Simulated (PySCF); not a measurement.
# GaN2H5S (SMILES [NH2][Ga]([NH2])[SH]): levels of theory compared

Wanted: a comparison of 5 runs (HF/STO-3G, HF/3-21G, B3LYP/6-31G*, PBE0/pcseg-1, PBE0/def2-SVP) of GaN2H5S. 

The calculation is run with PySCF 2.14.0.

**1. The structure to begin with**

GaN2H5S has 9 atoms, charge 0, and is taken as a singlet. As SMILES, `[NH2][Ga]([NH2])[SH]`. Geometry: relaxed at PBE0-D4/def2-TZVP.

Bond lengths: N1–Ga2 1.818 Å, Ga2–N3 1.815 Å, Ga2–S4 2.204 Å, N1–H5 1.006 Å, N1–H6 1.007 Å, N3–H7 1.006 Å, N3–H8 1.006 Å, S4–H9 1.343 Å. Angles: N1–Ga2–N3 121.2°, N1–Ga2–S4 120.6°, N3–Ga2–S4 117.9°, Ga2–N1–H5 121.0°, Ga2–N1–H6 121.1°, Ga2–N3–H7 121.2°, Ga2–N3–H8 122.0°, Ga2–S4–H9 93.8°, H5–N1–H6 111.0°, H7–N3–H8 111.4°.

**2. Energy and forces at HF/STO-3G (run 1)**

Input file geometry.xyz:

```xyz
9
GaH5N2S
N      0.347200     0.587700    -1.456400
Ga    -0.149300    -0.015700     0.185100
N      0.588300    -1.512800     0.898200
S     -1.810300     0.937600     1.276800
H      0.098700     1.512000    -1.765500
H      1.204500     0.281300    -1.885800
H      0.396100    -1.788300     1.846100
H      1.472500    -1.874100     0.583300
H     -2.059100     1.825900     0.301100
```

Input file input.py:

```python
from pyscf import gto

system = gto.M(
    atom='geometry.xyz',
    max_memory=1860,
    basis='sto-3g',
    verbose=3,
)

mf = system.RHF()
mf.conv_tol = 1e-10
mf.kernel()
if not mf.converged:
    mf = mf.newton().run(mf.mo_coeff, mf.mo_occ)

e_tot = mf.e_tot
print('E(%s) = %.9f' % ('HF', e_tot))
grad = mf.nuc_grad_method().kernel()
mf.analyze()
```

Run with:

```console
$ OMP_NUM_THREADS=1 python input.py
```

The log of the run:

```text
converged SCF energy = -2404.52530218089
E(HF) = -2404.525302181
--------------- RHF gradients ---------------
         x                y                z
0 N     0.0355095726     0.0396653812    -0.0978847490
1 Ga    -0.0451854873     0.0362644598     0.0335976476
2 N     0.0496794732    -0.0890395653     0.0451395120
3 S    -0.0185158065     0.0047597906     0.0229427663
4 H     0.0000059743    -0.0107352817     0.0081181847
5 H    -0.0096519839    -0.0001125773     0.0076599941
6 H    -0.0016231206     0.0069099866    -0.0108680416
7 H    -0.0103386025     0.0071512058     0.0001226228
8 H     0.0001199808     0.0051366003    -0.0088279368
----------------------------------------------
**** MO energy ****
MO #1   energy= -374.61038627079   occ= 2
MO #2   energy= -90.7046901645164  occ= 2
MO #3   energy= -46.6802497748922  occ= 2
MO #4   energy= -41.9028298753575  occ= 2
MO #5   energy= -41.8969071314593  occ= 2
MO #6   energy= -41.89558992292    occ= 2
MO #7   energy= -15.2374558051851  occ= 2
MO #8   energy= -15.2352274921331  occ= 2
MO #9   energy= -8.61228236920992  occ= 2
MO #10  energy= -6.24407825411335  occ= 2
MO #11  energy= -6.24228215538846  occ= 2
MO #12  energy= -6.23942462527683  occ= 2
MO #13  energy= -5.76807801887441  occ= 2
MO #14  energy= -3.91540279478743  occ= 2
MO #15  energy= -3.91158400793819  occ= 2
MO #16  energy= -3.91018055902284  occ= 2
MO #17  energy= -1.03476673916585  occ= 2
MO #18  energy= -1.02279103364535  occ= 2
MO #19  energy= -0.862138449227085 occ= 2
MO #20  energy= -0.573498144848166 occ= 2
MO #21  energy= -0.562503634478451 occ= 2
MO #22  energy= -0.533682083747508 occ= 2
MO #23  energy= -0.459178588747304 occ= 2
MO #24  energy= -0.437971527362619 occ= 2
MO #25  energy= -0.349812371592652 occ= 2
MO #26  energy= -0.34365774220289  occ= 2
MO #27  energy= -0.335907878254629 occ= 2
MO #28  energy= -0.32624332511613  occ= 2
MO #29  energy= -0.298321850786328 occ= 2
MO #30  energy= -0.280335888647587 occ= 2
MO #31  energy= -0.267153025121626 occ= 2
MO #32  energy= -0.264792476853917 occ= 2
MO #33  energy= -0.2521671815691   occ= 2
MO #34  energy= 0.260584075428533  occ= 0
MO #35  energy= 0.347966455382576  occ= 0
MO #36  energy= 0.481740445849843  occ= 0
MO #37  energy= 0.504465011218264  occ= 0
MO #38  energy= 0.558760177823085  occ= 0
MO #39  energy= 0.73372357353728   occ= 0
MO #40  energy= 0.744893245368923  occ= 0
MO #41  energy= 0.803265278678807  occ= 0
MO #42  energy= 0.813465359311824  occ= 0
 ** Mulliken atomic charges  **
charge of    0N =     -0.37369
charge of    1Ga =      0.35947
charge of    2N =     -0.37332
charge of    3S =      0.01881
charge of    4H =      0.10261
charge of    5H =      0.10449
charge of    6H =      0.10561
charge of    7H =      0.10434
charge of    8H =     -0.04831
Dipole moment(X, Y, Z, Debye):  1.53912,  0.66187, -0.41050
```

Run time: 5.7 s. Hardware: 1 thread of Intel Xeon at 2.70GHz, shared host; peak memory 0.12 GiB.

**3. Energy and gradient at HF/3-21G (run 2)**

Input file input.py:

```python
from pyscf import gto, scf

molecule = gto.M(
    atom='''
N    0.347200   0.587700  -1.456400
Ga  -0.149300  -0.015700   0.185100
N    0.588300  -1.512800   0.898200
S   -1.810300   0.937600   1.276800
H    0.098700   1.512000  -1.765500
H    1.204500   0.281300  -1.885800
H    0.396100  -1.788300   1.846100
H    1.472500  -1.874100   0.583300
H   -2.059100   1.825900   0.301100
''',
    verbose=4,
    charge=0,
    basis='3-21g',
    spin=0,
    max_memory=1860,
)

mf = scf.RHF(molecule)
mf.conv_tol = 1e-10
mf.kernel()
if not mf.converged:
    mf = mf.newton().run(mf.mo_coeff, mf.mo_occ)

energy = mf.e_tot
print(f'total energy: {energy:.8f} hartree')
grad = mf.nuc_grad_method().kernel()
mf.analyze()
```

Run with:

```console
$ OMP_NUM_THREADS=1 python input.py
```

The log of the run:

```text
PySCF version 2.14.0

[... 65 lines left out ...]
converged SCF energy = -2420.7081525039
[... 18 lines left out ...]
DFT Exchange-Correlation Energy =     -113.611719374803670
[... 8 lines left out ...]
MO #7   energy= -15.4480390937331  occ= 2
[... 6 lines left out ...]
MO #14  energy= -4.45529972695986  occ= 2
[... 6 lines left out ...]
MO #21  energy= -1.1342155446404   occ= 2
[... 6 lines left out ...]
MO #28  energy= -0.532108812293585 occ= 2
[... 6 lines left out ...]
MO #35  energy= 0.140319270342129  occ= 0
[... 6 lines left out ...]
MO #42  energy= 0.354406734796567  occ= 0
[... 6 lines left out ...]
MO #49  energy= 0.784023029207061  occ= 0
[... 6 lines left out ...]
MO #56  energy= 1.40495565606557   occ= 0
[... 6 lines left out ...]
MO #63  energy= 2.60008458942662   occ= 0
[... 36 lines left out ...]
pop of  2 N 2px           1.41964
pop of  2 N 2py           1.56634
pop of  2 N 2pz           1.34004
pop of  2 N 3px           0.00716
pop of  2 N 3py           0.01144
pop of  2 N 3pz           0.00474
pop of  3 S 1s            1.99999
pop of  3 S 2s            1.99963
pop of  3 S 3s            1.69584
pop of  3 S 4s            0.00503
pop of  3 S 2px           1.99991
pop of  3 S 2py           1.99986
pop of  3 S 2pz           1.99985
pop of  3 S 3px           1.64685
pop of  3 S 3py           1.46931
pop of  3 S 3pz           1.51910
pop of  3 S 4px           0.00344
pop of  3 S 4py           0.00593
pop of  3 S 4pz           0.00342
pop of  4 H 1s            0.79311
pop of  4 H 2s            0.00976
pop of  5 H 1s            0.78964
pop of  5 H 2s            0.00971
pop of  6 H 1s            0.78736
pop of  6 H 2s            0.00991
pop of  7 H 1s            0.79207
pop of  7 H 2s            0.00977
pop of  8 H 1s            0.92172
pop of  8 H 2s            0.00522
 ** Mulliken atomic charges  **
charge of    0N =     -0.66684
charge of    1Ga =      0.80746
charge of    2N =     -0.66418
charge of    3S =     -0.34817
charge of    4H =      0.19713
charge of    5H =      0.20065
charge of    6H =      0.20273
charge of    7H =      0.19816
charge of    8H =      0.07305
Dipole moment(X, Y, Z, Debye):  3.25262,  0.47710, -1.51354
```

It took 3.6 s on 1 thread of Intel Xeon at 2.70GHz, shared host; peak memory 0.13 GiB.

Run 3 isn't shown in full; the table further down has it.

**4. Energy and gradient at PBE0/pcseg-1 (run 4)**

input.py, as its differences from that of step 3:

```diff
@@ -1,4 +1,4 @@
-from pyscf import gto, scf
+from pyscf import gto, dft
 
-molecule = gto.M(
+mol = gto.M(
     atom='''
@@ -15,10 +15,9 @@
     verbose=4,
-    charge=0,
-    basis='3-21g',
-    spin=0,
     max_memory=1860,
+    basis='pcseg-1',
 )
 
-mf = scf.RHF(molecule)
+mf = dft.RKS(mol, xc='pbe0')
 mf.conv_tol = 1e-10
+mf.grids.level = 5
 mf.kernel()
@@ -27,4 +26,4 @@
 
-energy = mf.e_tot
-print(f'total energy: {energy:.8f} hartree')
+etot = mf.e_tot
+print('Final energy', etot)
 grad = mf.nuc_grad_method().kernel()
```

Run with:

```console
$ OMP_NUM_THREADS=1 python input.py
```

The log of the run:

```text
PySCF version 2.14.0

[... 95 lines left out ...]
Two-electron Coulomb Energy =         1423.467341681509652
[... 10 lines left out ...]
MO #8   energy= -14.3575617036703  occ= 2
[... 8 lines left out ...]
MO #17  energy= -0.897727367577126 occ= 2
[... 8 lines left out ...]
MO #26  energy= -0.490863668216992 occ= 2
[... 8 lines left out ...]
MO #35  energy= 0.0239750524176139 occ= 0
[... 8 lines left out ...]
MO #44  energy= 0.242062588899846  occ= 0
[... 8 lines left out ...]
MO #53  energy= 0.490365750010288  occ= 0
[... 8 lines left out ...]
MO #62  energy= 0.754311531283627  occ= 0
[... 8 lines left out ...]
MO #71  energy= 1.16305849778462   occ= 0
[... 8 lines left out ...]
MO #80  energy= 1.99022234692218   occ= 0
[... 8 lines left out ...]
MO #89  energy= 2.49673262588296   occ= 0
[... 8 lines left out ...]
MO #98  energy= 3.40095137512858   occ= 0
[... 71 lines left out ...]
pop of  3 S 3dyz          0.00727
pop of  3 S 3dz^2         0.00326
pop of  3 S 3dxz          0.00398
pop of  3 S 3dx2-y2       0.00190
pop of  4 H 1s            0.76621
pop of  4 H 2s            0.01048
pop of  4 H 2px           0.00084
pop of  4 H 2py           0.00145
pop of  4 H 2pz           0.00094
pop of  5 H 1s            0.76561
pop of  5 H 2s            0.01037
pop of  5 H 2px           0.00148
pop of  5 H 2py           0.00070
pop of  5 H 2pz           0.00104
pop of  6 H 1s            0.76241
pop of  6 H 2s            0.01068
pop of  6 H 2px           0.00070
pop of  6 H 2py           0.00107
pop of  6 H 2pz           0.00143
pop of  7 H 1s            0.76628
pop of  7 H 2s            0.01062
pop of  7 H 2px           0.00145
pop of  7 H 2py           0.00114
pop of  7 H 2pz           0.00062
pop of  8 H 1s            0.87948
pop of  8 H 2s            0.00903
pop of  8 H 2px           0.00073
pop of  8 H 2py           0.00185
pop of  8 H 2pz           0.00186
 ** Mulliken atomic charges  **
charge of    0N =     -0.66173
charge of    1Ga =      0.63883
charge of    2N =     -0.65924
charge of    3S =     -0.30939
charge of    4H =      0.22008
charge of    5H =      0.22080
charge of    6H =      0.22371
charge of    7H =      0.21989
charge of    8H =      0.10705
Dipole moment(X, Y, Z, Debye):  2.19812,  0.35683, -1.06796
```

Run time: 53 s. Hardware: 1 thread of Intel Xeon at 2.70GHz, shared host; peak memory 0.97 GiB.

**5. Energy and forces at PBE0/def2-SVP (run 5)**

Input file input.py:

```python
# [NH2][Ga]([NH2])[SH]
from pyscf import gto, dft

mol = gto.M(
    atom=[
    ('N', (0.347200, 0.587700, -1.456400)),
    ('Ga', (-0.149300, -0.015700, 0.185100)),
    ('N', (0.588300, -1.512800, 0.898200)),
    ('S', (-1.810300, 0.937600, 1.276800)),
    ('H', (0.098700, 1.512000, -1.765500)),
    ('H', (1.204500, 0.281300, -1.885800)),
    ('H', (0.396100, -1.788300, 1.846100)),
    ('H', (1.472500, -1.874100, 0.583300)),
    ('H', (-2.059100, 1.825900, 0.301100)),
],
    max_memory=1860,
    verbose=4,
    basis='def2-svp',
)

mf = dft.RKS(mol, xc='pbe0')
mf.grids.level = 5
mf.conv_tol = 1e-10
mf.kernel()
if not mf.converged:
    mf = mf.newton().run(mf.mo_coeff, mf.mo_occ)

energy = mf.e_tot
print('Final energy', energy)
grad = mf.nuc_grad_method().kernel()
mf.analyze()
```

Run with:

```console
$ OMP_NUM_THREADS=1 python input.py
```

The log of the run:

```text
PySCF version 2.14.0

[... 78 lines left out ...]
converged SCF energy = -2434.66044770658
[... 24 lines left out ...]
MO #3   energy= -46.0241274782871  occ= 2
[... 9 lines left out ...]
MO #13  energy= -5.55248079211171  occ= 2
[... 9 lines left out ...]
MO #23  energy= -0.805657372763353 occ= 2
[... 9 lines left out ...]
MO #33  energy= -0.248945199449635 occ= 2
[... 9 lines left out ...]
MO #43  energy= 0.185861170829837  occ= 0
[... 9 lines left out ...]
MO #53  energy= 0.611774211389705  occ= 0
[... 9 lines left out ...]
MO #63  energy= 0.825991973812852  occ= 0
[... 9 lines left out ...]
MO #73  energy= 1.17934276600977   occ= 0
[... 9 lines left out ...]
MO #83  energy= 1.87177495251262   occ= 0
[... 9 lines left out ...]
MO #93  energy= 2.32709933011503   occ= 0
[... 9 lines left out ...]
MO #103 energy= 3.38070705426612   occ= 0
[... 76 lines left out ...]
pop of  3 S 3dyz          0.00650
pop of  3 S 3dz^2         0.00294
pop of  3 S 3dxz          0.00396
pop of  3 S 3dx2-y2       0.00178
pop of  4 H 1s            0.77494
pop of  4 H 2s            0.00927
pop of  4 H 2px           0.00086
pop of  4 H 2py           0.00138
pop of  4 H 2pz           0.00093
pop of  5 H 1s            0.77437
pop of  5 H 2s            0.00913
pop of  5 H 2px           0.00143
pop of  5 H 2py           0.00069
pop of  5 H 2pz           0.00105
pop of  6 H 1s            0.77096
pop of  6 H 2s            0.00938
pop of  6 H 2px           0.00070
pop of  6 H 2py           0.00108
pop of  6 H 2pz           0.00135
pop of  7 H 1s            0.77514
pop of  7 H 2s            0.00933
pop of  7 H 2px           0.00140
pop of  7 H 2py           0.00118
pop of  7 H 2pz           0.00059
pop of  8 H 1s            0.88927
pop of  8 H 2s            0.00833
pop of  8 H 2px           0.00095
pop of  8 H 2py           0.00254
pop of  8 H 2pz           0.00259
 ** Mulliken atomic charges  **
charge of    0N =     -0.62908
charge of    1Ga =      0.58576
charge of    2N =     -0.62606
charge of    3S =     -0.28179
charge of    4H =      0.21262
charge of    5H =      0.21332
charge of    6H =      0.21654
charge of    7H =      0.21237
charge of    8H =      0.09632
Dipole moment(X, Y, Z, Debye):  2.13336,  0.36071, -1.02415
```

It took 41 s on 1 thread of Intel Xeon at 2.70GHz, shared host; peak memory 1 GiB.

**6. Overview of the runs**

```tsv
run	level	Cartesian functions	integration grid	energy (Eh)	dipole moment (D)	HOMO energy (eV)	LUMO energy (eV)	wall time
1	HF/STO-3G	no	–	-2404.525302	1.72	-6.86	7.09	5.7 s
2	HF/3-21G	no	–	-2420.708153	3.62	-10.05	3.05	3.6 s
3	B3LYP/6-31G* (Cartesian functions)	yes	5	-2435.394308	2.53	-6.47	-0.31	50 s
4	PBE0/pcseg-1	no	5	-2434.856837	2.47	-7.03	-0.04	53 s
5	PBE0/def2-SVP	no	5	-2434.660448	2.39	-6.77	0.25	41 s
```

**7. Outcome**

```
                       quantity           value
            run 5: total energy  -2434.66045 Eh
           run 5: dipole moment          2.39 D
             run 5: HOMO energy        -6.77 eV
             run 5: LUMO energy         0.25 eV
           run 5: HOMO–LUMO gap         7.02 eV
run 5: largest force on an atom      0.397 eV/Å
```

In words: The dipole moment (its size) runs from 1.72 D (HF/STO-3G) to 3.62 D (HF/3-21G). The HOMO–LUMO gap runs from 6.16 eV (B3LYP/6-31G*) to 13.95 eV (HF/STO-3G). The two ends differ in method and basis. Totals of different functionals can't be ranked against each other. In run 1 the basis is minimal, so the values are rough. All runs together took 2.6 min, the longest 53 s.
